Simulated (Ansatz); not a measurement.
# Pt: the cost of one run

Computed with Ansatz 0.2.0 (DFT PBEsol, scalar-relativistic, plane waves, PAW, unless a step's input says otherwise).

## 1. The starting structure

Symmetry: P6_3/mmc, No. 194, hexagonal system. Conventional cell: a = 2.725 Å, b = 2.725 Å, c = 4.707 Å, α = 90.00°, β = 90.00°, γ = 120.00°. Pt (site symmetry -6m2) has 12 Pt at 2.73 to 2.83 Å as nearest neighbours.

Coordinates:

```cif
data_structure
_symmetry_space_group_name_H-M 'P 1'
_symmetry_Int_Tables_number 1
_cell_length_a 2.7252
_cell_length_b 2.7252
_cell_length_c 4.7069
_cell_angle_alpha 90.000
_cell_angle_beta 90.000
_cell_angle_gamma 120.000
_cell_volume 30.27
loop_
_atom_site_label
_atom_site_type_symbol
_atom_site_fract_x
_atom_site_fract_y
_atom_site_fract_z
_atom_site_occupancy
Pt1 Pt 0.66667 0.33333 0.75000 1
Pt2 Pt 0.33333 0.66667 0.25000 1
```

It goes back to an entry of the Materials Project.

It is the result of an earlier relaxation at this level (volume 15.14 Å³/atom; gap on the mesh: none (metal)).

## 2. What is varied

The energy is mapped over two homogeneous strains (x along [1 0 0], y along [1 2 0], z along [0 0 1] of the conventional cell).

The axes are (1) engineering shear strain xy: 7 values from −8.0 %; (2) normal strain along z: 7 values from −11.0 %.

Nothing else is relaxed (fractional coordinates fixed). Energies count from the relaxed crystal. Points are written as (first, second).

## 3. Point (−5.3 %, −11.0 %)

Contents of input.yaml:

```yaml
crystal:
  lattice:
    - [2.7251897179, -0.072626306, 0.0]
    - [-1.4254910849, 2.3963966788, 0.0]
    - [0.0, 0.0, 4.189160539]
  atoms:
    - { symbol: Pt, position: [0.6666666667, 0.3333333333, 0.75] }
    - { symbol: Pt, position: [0.3333333333, 0.6666666667, 0.25] }
basis:
  ecutwfc: 420
kpoints:
  mp_grid: { grid: [18, 18, 10] }
hamiltonian:
  xc: pbesol
scf:
  occupations: { method: gaussian, width: 0.15 }
output:
  forces: true
  stress: true
  eigenvalues: true
```

On the command line:

```bash
> ansatz run input.yaml --threads 1 --pin off --max-ram 2048MiB --backend cpu --events-out ev --progress --plain --runs-dir out
```

Q: Estimate wall time and peak memory on 1 thread of Arm Neoverse N1, shared host.

About 46 s, with a peak of 0.67 GiB.
